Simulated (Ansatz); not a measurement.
Here is an Ansatz 0.2.0 calculation.

Contents of input.yaml:

```yaml
crystal:
  lattice:
    - [2.76616, 0.0, 0.0]
    - [-1.38308, 2.39557, 0.0]
    - [0.0, 0.0, 11.02292]
  atoms:
    - { symbol: Ni, position: [0.33333, 0.66667, 0.59712], spin: 1.0 }
    - { symbol: Mo, position: [0.0, 0.0, 0.41074], spin: 1.0 }
    - { symbol: Pd, position: [0.66667, 0.33333, 0.7952] }
    - { symbol: Ir, position: [0.66667, 0.33333, 0.1996], spin: 0.6 }
    - { symbol: W, position: [0.33333, 0.66667, 0.99734] }
hamiltonian:
  xc: pbe
  pseudopotentials: { kind: paw }
magnetization:
  spin_polarized: true
kpoints:
  mp_grid: { grid: [7, 7, 2] }
scf:
  occupations: { method: fermi_dirac, width: 0.05 }
output:
  forces: true
  stress: true
elastic:
  mode: relaxed_ion
  stencil: two_point
```

Potentials or basis: Ansatz PAW.

Command:

```bash
$ ansatz run input.yaml --threads 8 --pin off --max-ram 20480MiB --backend cpu --events-out ev --progress --plain --runs-dir out
```

**Question.** Estimate the Voigt bulk modulus.

**Answer.** 243 GPa.

**Question.** Estimate the absolute moment.

**Answer.** 0.00 μB per cell.

**Question.** Predict the pressure.

**Answer.** 0.2 GPa.

Elastic tensor in Voigt notation (GPa, in the Cartesian axes of the cell as first typed):
```
404 224 126 -14   0   0
224 404 126  14   0   0
125 125 428   0   0   0
-14  14   0  80   0   0
  0   0   0   0  80 -14
  0   0   0   0 -14  90
```

Caveat: the k mesh is coarse (spacing up to 0.37 Å⁻¹), so the values aren't converged; elastic constants of metals need much finer meshes, so these are rough; the starting moments weren't kept. Spin-orbit coupling is left out, which matters for the levels of Ir, W.
